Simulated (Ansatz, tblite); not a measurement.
**SnH2Me(OMe) (C2H8OSn): a ladder of methods and basis sets**

Aim: run the singlet of SnH2Me(OMe) (C2H8OSn) at one geometry on many levels, and compare frontier levels, spin and run time.

Program: Ansatz 0.2.0, Gaussian basis. Level of theory: as each input shows. These are calculated values, not measurements.

The runs, in order: GFN1-xTB, GFN2-xTB, PBE-D4/def2-TZVP, r2SCAN-D4/def2-TZVP, BLYP-D4/def2-TZVP, HSE06-D4/def2-TZVP, PBE-QIDH/def2-TZVP, PBE-D4/def2-SVP, PBE0-D4/def2-SVP, CCSD(T)/def2-SVP, MP2/def2-TZVP.

2 further runs of the same task are left out: 2 set aside as unsound or not needed.

### Step 1. The geometry

The geometry is that of the singlet, from an earlier relaxation (PBE0-D4/def2-SVP).

12 atoms, charge 0, spin multiplicity 1.

Bond lengths: C1–Sn4 2.134 Å, C1–H7 1.099 Å, C1–H8 1.099 Å, C1–H9 1.098 Å, C2–O3 1.392 Å, C2–H10 1.110 Å, C2–H11 1.105 Å, C2–H12 1.110 Å, O3–Sn4 1.995 Å, Sn4–H5 1.721 Å, Sn4–H6 1.721 Å. Angles: Sn4–C1–H7 110.6°, Sn4–C1–H8 109.1°, Sn4–C1–H9 109.5°, H7–C1–H8 109.3°, H7–C1–H9 109.3°, H8–C1–H9 109.1°, O3–C2–H10 113.4°, O3–C2–H11 109.0°, O3–C2–H12 113.4°, H10–C2–H11 106.8°, H10–C2–H12 107.0°, H11–C2–H12 106.8°, C2–O3–Sn4 121.1°, C1–Sn4–O3 103.2°, C1–Sn4–H5 113.8°, C1–Sn4–H6 113.9°, O3–Sn4–H5 107.3°, O3–Sn4–H6 107.3° and more.

Geometry (Å):

```csv
atom,x (Å),y (Å),z (Å)
C1,-0.62292,2.20709,-0.48322
C2,0.00177,-2.29300,0.06023
O3,-0.44498,-1.01818,-0.27640
Sn4,0.52681,0.61036,0.34388
H5,0.53198,0.57811,2.06465
H6,2.13078,0.51506,-0.27263
H7,-0.23377,3.17821,-0.14670
H8,-1.66779,2.10334,-0.16012
H9,-0.57951,2.15941,-1.57981
H10,1.02165,-2.51699,-0.31727
H11,-0.67621,-3.04164,-0.38698
H12,0.01218,-2.48176,1.15435
```

Sn takes a core potential in the def2 sets. No spin-orbit coupling is included.

PBE0-D4/def2-TZVP was run before; its log isn't repeated, and its numbers join the tables.

### Step 2. GFN1-xTB

Tight binding, by tblite at 300 K electronic temperature and without a spin-polarisation term:

```python
tblite.interface.Calculator('GFN1-xTB', numbers, positions, charge=0, uhf=0).singlepoint()
```

Energy -427.4280 eV, HOMO -11.91 eV, LUMO -5.82 eV; 0.005 s.

### Step 3. GFN2-xTB

Tight binding, by tblite at 300 K electronic temperature and without a spin-polarisation term:

```python
tblite.interface.Calculator('GFN2-xTB', numbers, positions, charge=0, uhf=0).singlepoint()
```

Energy -393.9331 eV, HOMO -10.98 eV, LUMO -5.94 eV; 0.004 s.

### Step 4. PBE-D4/def2-TZVP

start.molden holds the orbitals of an earlier run on this state, given as this run's starting guess.

in.yaml

```yaml
crystal:
  periodic: [false, false, false]
  atoms:
    - {symbol: C, position_ang: [-0.622922, 2.207089, -0.483224]}
    - {symbol: C, position_ang: [0.001773, -2.293001, 0.060234]}
    - {symbol: O, position_ang: [-0.444977, -1.018175, -0.276404]}
    - {symbol: Sn, position_ang: [0.526806, 0.610359, 0.343883]}
    - {symbol: H, position_ang: [0.531981, 0.578107, 2.064651]}
    - {symbol: H, position_ang: [2.130782, 0.515056, -0.272626]}
    - {symbol: H, position_ang: [-0.233768, 3.178215, -0.146703]}
    - {symbol: H, position_ang: [-1.667787, 2.103341, -0.160122]}
    - {symbol: H, position_ang: [-0.579514, 2.159414, -1.579807]}
    - {symbol: H, position_ang: [1.021653, -2.516988, -0.317271]}
    - {symbol: H, position_ang: [-0.676208, -3.041643, -0.386978]}
    - {symbol: H, position_ang: [0.012179, -2.481764, 1.154348]}
basis:
  gaussian: {orbitals: def2-TZVP, initial_orbitals: start.molden}
hamiltonian: {xc: pbe, dispersion: d4}
scf: {omitted_lower_state_checks: [starts]}
output: {forces: true, orbitals: {seedname: orbitals}}
```

Launch:

```sh
$ ansatz run in.yaml --threads 2 --pin off --events-out ev --progress --plain --max-ram 4352MiB
```

Standard output, cut to the lines that bear on the results:

```text
Functional definition: PBE
  name "PBE"
  cite "Perdew, Burke & Ernzerhof, Phys. Rev. Lett. 77, 3865 (1996) doi:10.1103/PhysRevLett.77.3865"
  parent pbe
[...]
1251 factors; their error is unknown
[...]
mean field -10078.83226100 eV, -370.3902539140 hartree, gradient 1.1e-5 eV, S^2 0.000000; 0 other end points of the search recorded, 0 dependent functions left out
[...]
reference -10078.83231546 eV, -370.3902559152 hartree; 25, 25 occupied and 166, 166 virtual orbitals, 1251 factors
Total energy: -10079.04339360 eV, -370.3980128937 hartree
Atom 0 at    -0.622922     2.207089    -0.483224 Å, force    -0.142269     0.105975    -0.104933 eV/Å
Atom 1 at     0.001773    -2.293001     0.060234 Å, force     0.311832    -0.683947     0.229840 eV/Å
Atom 2 at    -0.444977    -1.018175    -0.276404 Å, force    -0.347750     0.579659    -0.252500 eV/Å
Atom 3 at     0.526806     0.610359     0.343883 Å, force     0.047478    -0.003022     0.033447 eV/Å
Atom 4 at     0.531981     0.578107     2.064651 Å, force     0.003689    -0.021181     0.109289 eV/Å
Atom 5 at     2.130782     0.515056    -0.272626 Å, force     0.102729    -0.025303    -0.034524 eV/Å
Atom 6 at    -0.233768     3.178215    -0.146703 Å, force    -0.008709    -0.064228    -0.008591 eV/Å
Atom 7 at    -1.667787     2.103341    -0.160122 Å, force     0.061316     0.008673    -0.012936 eV/Å
Atom 8 at    -0.579514     2.159414    -1.579807 Å, force     0.001696     0.003745     0.064099 eV/Å
Atom 9 at     1.021653    -2.516988    -0.317271 Å, force    -0.004981     0.025147    -0.006099 eV/Å
Atom 10 at    -0.676208    -3.041643    -0.386978 Å, force    -0.018743     0.049208    -0.013972 eV/Å
Atom 11 at     0.012179    -2.481764     1.154348 Å, force    -0.006288     0.025275    -0.003119 eV/Å
Dipole moment:     0.116170     0.254973     0.071860 e Å
Checks for a lower state left out: starts
```

Run time: 3.5 s. Hardware: 2 threads of Arm Neoverse V1, shared host.

Report: HOMO -5.73 eV, LUMO -0.89 eV.

### Step 5. r2SCAN-D4/def2-TZVP

Edit in.yaml of step 4 so:

```diff
@@ -17,4 +17,4 @@
   gaussian: {orbitals: def2-TZVP, initial_orbitals: start.molden}
-hamiltonian: {xc: pbe, dispersion: d4}
+hamiltonian: {xc: r2scan, dispersion: d4}
 scf: {omitted_lower_state_checks: [starts]}
-output: {forces: true, orbitals: {seedname: orbitals}}
+output: {orbitals: {seedname: orbitals}}
```

The command is unchanged.

Standard output:

```text
Functional definition: r2SCAN
  name "r2SCAN"
  cite "Furness, Kaplan, Ning, Perdew & Sun, J. Phys. Chem. Lett. 11, 8208 (2020) doi:10.1021/acs.jpclett.0c02405"
  cite "Furness, Kaplan, Ning, Perdew & Sun, J. Phys. Chem. Lett. 11, 9248 (2020) doi:10.1021/acs.jpclett.0c03077"
  parent r2scan
  parameter k0 = 0.174
  parameter k1 = 0.065
  parameter a1 = 4.9479
  exchange = r2scan_x(k0 = k0, k1 = k1, a1 = a1)
  correlation = r2scan_c
these checks for a lower state are left out or cut short: starts
1251 factors; their error is unknown
mean field evaluation 1: about -10084.1318 eV, gradient 5.4e0 eV
mean field evaluation 2: about -10084.1727 eV, gradient 4.2e-2 eV
mean field evaluation 4: about -10084.1525 eV, gradient 2.1e-4 eV
mean field -10084.15249480 eV, -370.5857688998 hartree, gradient 1.5e-5 eV, S^2 0.000000; 0 other end points of the search recorded, 0 dependent functions left out
reference -10084.15251063 eV, -370.5857694815 hartree; 25, 25 occupied and 166, 166 virtual orbitals, 1251 factors
Total energy: -10084.20496432 eV, -370.5876971191 hartree
Checks for a lower state left out: starts
```

Run time: 5.5 s. Hardware: 2 threads of Arm Neoverse V1, shared host.

Report: HOMO -6.05 eV, LUMO -0.53 eV.

### Step 6. BLYP-D4/def2-TZVP

Edit in.yaml of step 5 so:

```diff
@@ -17,3 +17,3 @@
   gaussian: {orbitals: def2-TZVP, initial_orbitals: start.molden}
-hamiltonian: {xc: r2scan, dispersion: d4}
+hamiltonian: {xc: {name: BLYP}, dispersion: d4}
 scf: {omitted_lower_state_checks: [starts]}
```

The command is unchanged.

Standard output:

```text
Functional definition: BLYP
  name "BLYP"
  cite "Becke, Phys. Rev. A 38, 3098 (1988) doi:10.1103/PhysRevA.38.3098"
  cite "Lee, Yang & Parr, Phys. Rev. B 37, 785 (1988) doi:10.1103/PhysRevB.37.785"
  parameter beta = 0.0042
  parameter a = 0.04918
  parameter b = 0.132
  parameter c = 0.2533
  parameter d = 0.349
  exchange = b88_x(beta = beta)
  correlation = lyp_c(a = a, b = b, c = c, d = d)
these checks for a lower state are left out or cut short: starts
1251 factors; their error is unknown
mean field evaluation 1: about -10080.9020 eV, gradient 1.4e1 eV
mean field evaluation 2: about -10081.1518 eV, gradient 2.2e-1 eV
mean field evaluation 4: about -10081.1270 eV, gradient 4.9e-4 eV
mean field -10081.12701959 eV, -370.4745847365 hartree, gradient 2.1e-5 eV, S^2 0.000000; 0 other end points of the search recorded, 0 dependent functions left out
reference -10081.12745734 eV, -370.4746008235 hartree; 25, 25 occupied and 166, 166 virtual orbitals, 1251 factors
Total energy: -10081.58563933 eV, -370.4914387010 hartree
Checks for a lower state left out: starts
```

Run time: 3 s. Hardware: 2 threads of Arm Neoverse V1, shared host.

Report: HOMO -5.66 eV, LUMO -0.82 eV.

### Step 7. HSE06-D4/def2-TZVP

Edit in.yaml of step 6 so:

```diff
@@ -17,3 +17,3 @@
   gaussian: {orbitals: def2-TZVP, initial_orbitals: start.molden}
-hamiltonian: {xc: {name: BLYP}, dispersion: d4}
+hamiltonian: {xc: hse06, dispersion: d4}
 scf: {omitted_lower_state_checks: [starts]}
```

The command is unchanged.

Standard output, cut to the lines that bear on the results:

```text
Functional definition: HSE06
  name "HSE06"
  cite "Heyd, Scuseria & Ernzerhof, J. Chem. Phys. 118, 8207 (2003) doi:10.1063/1.1564060"
  cite "Krukau, Vydrov, Izmaylov & Scuseria, J. Chem. Phys. 125, 224106 (2006) doi:10.1063/1.2404663"
  cite "Heyd & Scuseria, J. Chem. Phys. 120, 7274 (2004) doi:10.1063/1.1668634"
  cite "Ernzerhof & Perdew, J. Chem. Phys. 109, 3313 (1998) doi:10.1063/1.476928"
  cite "Perdew, Burke & Ernzerhof, Phys. Rev. Lett. 77, 3865 (1996) doi:10.1103/PhysRevLett.77.3865"
  parent pbe
[...]
  # The whole range is PBE's own exchange, as in plane waves. The composition of these papers is wPBEh.
[...]
1324 factors; their error is unknown
97 factors; integrals over basis functions are off by at most 4.3e-7 eV
[...]
mean field -10079.26266326 eV, -370.4060709052 hartree, gradient 1.2e-5 eV, S^2 0.000000; 0 other end points of the search recorded, 0 dependent functions left out
reference -10079.26271546 eV, -370.4060728236 hartree; 25, 25 occupied and 166, 166 virtual orbitals, 1324 factors
Total energy: -10079.43022669 eV, -370.4122287476 hartree
Checks for a lower state left out: starts
```

Run time: 4.1 s. Hardware: 2 threads of Arm Neoverse V1, shared host.

Report: HOMO -6.87 eV, LUMO -0.46 eV.

### Step 8. PBE-QIDH/def2-TZVP

Edit in.yaml of step 7 so:

```diff
@@ -17,4 +17,3 @@
   gaussian: {orbitals: def2-TZVP, initial_orbitals: start.molden}
-hamiltonian: {xc: hse06, dispersion: d4}
+hamiltonian: {xc: {name: PBE-QIDH}}
 scf: {omitted_lower_state_checks: [starts]}
-output: {orbitals: {seedname: orbitals}}
```

Same command.

Standard output, cut to the lines that bear on the results:

```text
Functional definition: PBE-QIDH
  name "PBE-QIDH"
  cite "Brémond, Sancho-García, Pérez-Jiménez & Adamo, J. Chem. Phys. 141, 031101 (2014) doi:10.1063/1.4890314"
  cite "Perdew, Burke & Ernzerhof, Phys. Rev. Lett. 77, 3865 (1996) doi:10.1103/PhysRevLett.77.3865"
[...]
1473 factors; integrals over basis functions are off by at most 1.4e-3 eV
[...]
mean field -10064.21943396 eV, -369.8532424250 hartree, gradient 1.7e-6 eV, S^2 0.000000; 0 other end points of the search recorded, 0 dependent functions left out
7 core orbitals not correlated: weight in the atoms' cores, before any rotation towards them, 1.000 or more for the frozen orbitals, at most 0.000 for the correlated occupied ones
reference -10064.21944924 eV, -369.8532429866 hartree; 18, 18 occupied and 166, 166 virtual orbitals, 1473 factors
second order -27.74929776 eV of doubles, -0.00000000 eV of singles
Total energy: -10073.46921516 eV, -370.1931656144 hartree
Checks for a lower state left out: starts
```

Run time: 7.5 s. Hardware: 2 threads of Arm Neoverse V1, shared host.

### Step 9. PBE-D4/def2-SVP

Edit in.yaml of step 8 so:

```diff
@@ -16,4 +16,5 @@
 basis:
-  gaussian: {orbitals: def2-TZVP, initial_orbitals: start.molden}
-hamiltonian: {xc: {name: PBE-QIDH}}
+  gaussian: {orbitals: def2-SVP, initial_orbitals: start.molden}
+hamiltonian: {xc: pbe, dispersion: d4}
 scf: {omitted_lower_state_checks: [starts]}
+output: {orbitals: {seedname: orbitals}}
```

Same command.

Standard output:

```text
Functional definition: PBE
  name "PBE"
  cite "Perdew, Burke & Ernzerhof, Phys. Rev. Lett. 77, 3865 (1996) doi:10.1103/PhysRevLett.77.3865"
  parent pbe
  parameter kappa = 0.804
  parameter beta = 0.06672455060314922
  exchange = pbe_x(kappa = kappa, mu = beta*pi^2/3)
  correlation = pbe_c(beta = beta)
these checks for a lower state are left out or cut short: starts
1214 factors; their error is unknown
mean field evaluation 1: about -10073.1430 eV, gradient 2.7e1 eV
mean field evaluation 2: about -10073.4860 eV, gradient 4.8e-1 eV
mean field evaluation 4: about -10073.4610 eV, gradient 1.5e-1 eV
mean field -10073.46101675 eV, -370.1928643283 hartree, gradient 4.9e-5 eV, S^2 0.000000; 0 other end points of the search recorded, 0 dependent functions left out
reference -10073.46105892 eV, -370.1928658782 hartree; 25, 25 occupied and 83, 83 virtual orbitals, 1214 factors
Total energy: -10073.67213706 eV, -370.2006228567 hartree
Checks for a lower state left out: starts
```

Run time: 1.4 s. Hardware: 2 threads of Arm Neoverse V1, shared host.

Report: HOMO -5.49 eV, LUMO -0.58 eV.

### Step 10. PBE0-D4/def2-SVP

Edit in.yaml of step 9 so:

```diff
@@ -17,3 +17,3 @@
   gaussian: {orbitals: def2-SVP, initial_orbitals: start.molden}
-hamiltonian: {xc: pbe, dispersion: d4}
+hamiltonian: {xc: pbe0, dispersion: d4}
 scf: {omitted_lower_state_checks: [starts]}
```

Launched as before.

Standard output:

```text
Functional definition: PBE0
  name "PBE0"
  cite "Adamo & Barone, J. Chem. Phys. 110, 6158 (1999) doi:10.1063/1.478522"
  cite "Perdew, Burke & Ernzerhof, Phys. Rev. Lett. 77, 3865 (1996) doi:10.1103/PhysRevLett.77.3865"
  parent pbe
  parameter a = 0.25
  parameter kappa = 0.804
  parameter beta = 0.06672455060314922
  exchange = (1 - a)*pbe_x(kappa = kappa, mu = beta*pi^2/3) + a*exact_x
  correlation = pbe_c(beta = beta)
these checks for a lower state are left out or cut short: starts
1277 factors; their error is unknown
mean field evaluation 1: about -10073.9859 eV, gradient 2.6e1 eV
mean field evaluation 2: about -10074.2348 eV, gradient 3.4e-1 eV
mean field evaluation 4: about -10074.3094 eV, gradient 6.3e-4 eV
mean field -10074.30941618 eV, -370.2240424325 hartree, gradient 2.3e-5 eV, S^2 0.000000; 0 other end points of the search recorded, 0 dependent functions left out
reference -10074.30944824 eV, -370.2240436107 hartree; 25, 25 occupied and 83, 83 virtual orbitals, 1277 factors
Total energy: -10074.48840012 eV, -370.2306199708 hartree
Checks for a lower state left out: starts
```

It took 1.9 s on 2 threads of Arm Neoverse V1, shared host.

From the report: HOMO -7.09 eV, LUMO 0.25 eV.

### Step 11. CCSD(T)/def2-SVP

Edit in.yaml of step 10 so:

```diff
@@ -17,3 +17,3 @@
   gaussian: {orbitals: def2-SVP, initial_orbitals: start.molden}
-hamiltonian: {xc: pbe0, dispersion: d4}
+correlation: {method: ccsd_t}
 scf: {omitted_lower_state_checks: [starts]}
```

Launched as before.

Standard output, cut to the lines that bear on the results:

```text
Functional definition: HF
  name "HF"
  cite "Fock, Z. Phys. 61, 126 (1930) doi:10.1007/BF01340294"
  parent pbe
[...]
1179 factors; integrals over basis functions are off by at most 1.5e-3 eV
[...]
mean field -10026.25876514 eV, -368.4582135766 hartree, gradient 2.6e-6 eV, S^2 0.000000; 0 other end points of the search recorded, 0 dependent functions left out
7 core orbitals not correlated: weight in the atoms' cores, before any rotation towards them, 1.000 or more for the frozen orbitals, at most 0.000 for the correlated occupied ones
reference -10026.25876514 eV, -368.4582135766 hartree; 18, 18 occupied and 83, 83 virtual orbitals, 1179 factors
second order -16.23374027 eV of doubles, -0.00000000 eV of singles
cycle   1  -17.05687615 eV  change   -8.2e-1 eV  update   1.0e-1
[...]
cycle   9  -17.67055890 eV  change   -1.5e-5 eV  update   3.0e-5
perturbative correction -0.46763033 eV, -0.0171850976 hartree
Total energy: -10044.39695437 eV, -369.1247797363 hartree
Checks for a lower state left out: starts
```

Run time: 15 s. Hardware: 2 threads of Arm Neoverse V1, shared host; peak memory 0.59 GiB.

Report: Hartree-Fock HOMO -11.09 eV, LUMO 3.16 eV; T1 0.010.

### Step 12. MP2/def2-TZVP

Edit in.yaml of step 11 so:

```diff
@@ -16,4 +16,4 @@
 basis:
-  gaussian: {orbitals: def2-SVP, initial_orbitals: start.molden}
-correlation: {method: ccsd_t}
+  gaussian: {orbitals: def2-TZVP, initial_orbitals: start.molden}
+correlation: {method: mp2}
 scf: {omitted_lower_state_checks: [starts]}
```

The command is unchanged.

Standard output:

```text
Functional definition: HF
  name "HF"
  cite "Fock, Z. Phys. 61, 126 (1930) doi:10.1007/BF01340294"
  parent pbe
  exchange = exact_x
  correlation = 0
these checks for a lower state are left out or cut short: starts
1473 factors; integrals over basis functions are off by at most 1.4e-3 eV
mean field evaluation 1: about -10030.5010 eV, gradient 2.3e1 eV
mean field evaluation 2: about -10031.2892 eV, gradient 7.5e-1 eV
mean field evaluation 4: about -10031.5216 eV, gradient 8.2e-3 eV
mean field evaluation 8: about -10031.5216 eV, gradient 1.3e-6 eV
mean field -10031.52162596 eV, -368.6516201444 hartree, gradient 3.8e-6 eV, S^2 0.000000; 0 other end points of the search recorded, 0 dependent functions left out
7 core orbitals not correlated: weight in the atoms' cores, before any rotation towards them, 1.000 or more for the frozen orbitals, at most 0.000 for the correlated occupied ones
reference -10031.52162596 eV, -368.6516201444 hartree; 18, 18 occupied and 166, 166 virtual orbitals, 1473 factors
second order -24.71652436 eV of doubles, -0.00000000 eV of singles
Total energy: -10056.23815032 eV, -369.5599356611 hartree
Checks for a lower state left out: starts
```

Run time: 3.5 s. Hardware: 2 threads of Arm Neoverse V1, shared host.

From the report: Hartree-Fock HOMO -11.15 eV, LUMO 2.34 eV.

### Step 13. Comparison

| level | functions | HOMO (eV) | LUMO (eV) | gap (eV) | time |
| --- | --- | --- | --- | --- | --- |
| PBE-D4/def2-SVP | 108 | -5.49 | -0.58 | 4.91 | 1.4 s |
| PBE-D4/def2-TZVP | 191 | -5.73 | -0.89 | 4.84 | 3.5 s |
| BLYP-D4/def2-TZVP | 191 | -5.66 | -0.82 | 4.84 | 3 s |
| r2SCAN-D4/def2-TZVP | 191 | -6.05 | -0.53 | 5.52 | 5.5 s |
| PBE0-D4/def2-SVP | 108 | -7.09 | 0.25 | 7.34 | 1.9 s |
| PBE0-D4/def2-TZVP | 191 | -7.28 | -0.10 | 7.17 | 3.8 s |
| HSE06-D4/def2-TZVP | 191 | -6.87 | -0.46 | 6.41 | 4.1 s |

The pieces so far (eV):

```csv
basis,HF,MP2 correlation,CCSD correlation,(T),total
def2-SVP,-10026.2588,-16.2337,-17.6706,-0.4676,-10044.3970
def2-TZVP,-10031.5216,-24.7165,,,-10056.2382 (MP2)
```

The correlation energy is far from converged in these sets, so it jumps between bases; where outer-core shells are correlated, the sets cover them unevenly.

### Step 14. Binding energy

Free atoms were run apart at each level; binding is atoms less cluster, divided by the number of atoms, without zero-point or spin-orbit terms.

Differences are taken before rounding.

```
             method  binding an atom (eV)  from CCSD(T)/def2-SVP (eV)   time
        HF/def2-SVP                 2.534                      -0.763       
       HF/def2-TZVP                 2.523                      -0.774       
    PBE-D4/def2-SVP                 3.516                      +0.219  1.4 s
   PBE-D4/def2-TZVP                 3.515                      +0.218  3.5 s
  BLYP-D4/def2-TZVP                 3.462                      +0.165    3 s
r2SCAN-D4/def2-TZVP                 3.477                      +0.180  5.5 s
   PBE0-D4/def2-SVP                 3.464                      +0.167  1.9 s
  PBE0-D4/def2-TZVP                 3.463                      +0.165  3.8 s
 HSE06-D4/def2-TZVP                 3.464                      +0.167  4.1 s
       MP2/def2-SVP                 3.302                      +0.005       
      MP2/def2-TZVP                 3.362                      +0.065  3.5 s
      CCSD/def2-SVP                 3.268                      -0.029       
   CCSD(T)/def2-SVP                 3.297                           0   15 s
```

Among the levels timed on like hardware and quicker than the yardstick, those that no quicker one beats, quickest first: PBE-D4/def2-SVP (1.4 s, +0.219 eV); PBE0-D4/def2-SVP (1.9 s, +0.167 eV); BLYP-D4/def2-TZVP (3 s, +0.165 eV); MP2/def2-TZVP (3.5 s, +0.065 eV).

### Step 15. Summary of results

| quantity | value |
| --- | --- |
| gap in def2-TZVP, named functionals, smallest and largest | 4.84 eV (PBE-D4), 7.17 eV (PBE0-D4) |
| correlation energy, CCSD(T)/def2-SVP | -18.14 eV |
| correlation energy, MP2/def2-TZVP | -24.72 eV |
| binding an atom, CCSD(T)/def2-SVP | 3.297 eV |
| PBE0 total energy, smallest basis above largest | 5.24 eV (def2-SVP, def2-TZVP) |

What this shows: Orbital gaps of the named functionals in def2-TZVP span 4.84 eV (PBE-D4) to 7.17 eV (PBE0-D4); exact exchange widens it. The functionals in def2-TZVP miss CCSD(T)/def2-SVP by +0.165 (BLYP-D4) to +0.218 eV (PBE-D4) an atom. The yardstick is in a double-zeta basis, so levels in larger sets aren't compared like for like. The reference is CCSD(T) in one finite basis, so it carries an error of its own, often a tenth of an eV or more, and near misses can't be ranked.

For cost: MP2/def2-TZVP gets within 0.065 eV in 3.5 s, where CCSD(T)/def2-SVP took 15 s; the quickest level in the cost chart, PBE-D4/def2-SVP, takes 1.4 s and misses by 0.219 eV. The slowest run with a step of its own, CCSD(T)/def2-SVP, took 15 s; the quickest functional in def2-TZVP took 3 s (shared host).
